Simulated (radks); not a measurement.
# Ga²⁺ in [Ar] 3d10 4p1: an all-electron calculation

An exercise on one series of results from a longer session: the logs are not shown, and one member is left open.

Method: scalar-relativistic Kohn-Sham, revPBE, spin-unpolarised, spherical densities, finite nucleus. Code: radks (a radial shooting solver on a logarithmic mesh, Libxc functionals) version 1.

## The atom as given

| Quantity | Value |
| --- | --- |
| element | gallium (Z = 31) |
| charge | +2 |
| electrons | 29 |
| configuration | [Ar] 3d10 4p1 |
| nuclear rms radius | 3.9973 fm |

The outer shells:

Ga²⁺
```
[Ar] core
3d [↑↓][↑↓][↑↓][↑↓][↑↓]
4p [↑ ][  ][  ]
```

The first run:

Input:

```text
Z 31
configuration [Ar] 3d10 4p1 4s0 4d0 5p0 4f0
relativity scalar-relativistic
functional pbe_r,pbe
spin unpolarised
nucleus finite rms 3.9973 fm
c 137.035999084
```

One of the session's tables, all rows but one given; the rest of the session is left out.

It belongs to the step «Shells». From the orbitals of this run (lengths in bohr):

| level | <r> | outermost maximum (interpolated) | 90 % within | nodes |
| --- | --- | --- | --- | --- |
| 1s | ? | ? | ? | ? |
| 2s | 0.2178 | 0.182 | 0.337 | 1 |
| 2p | 0.1907 | 0.146 | 0.312 | 0 |
| 3s | 0.6519 | 0.565 | 0.976 | 2 |
| 3p | 0.6789 | 0.567 | 1.05 | 1 |
| 3d | 0.7940 | 0.534 | 1.36 | 0 |
| 4s | 2.063 | 1.77 | 3.06 | 3 |
| 4p | 2.500 | 2.12 | 3.75 | 2 |
| 4d | 4.026 | 3.47 | 6.02 | 1 |

**Question.** Estimate the row for 1s.

**Answer.** <r>: 0.04860; outermost maximum (interpolated): 0.0318; 90 % within: 0.0868; nodes: 0. In the column «<r>» it is the lowest.
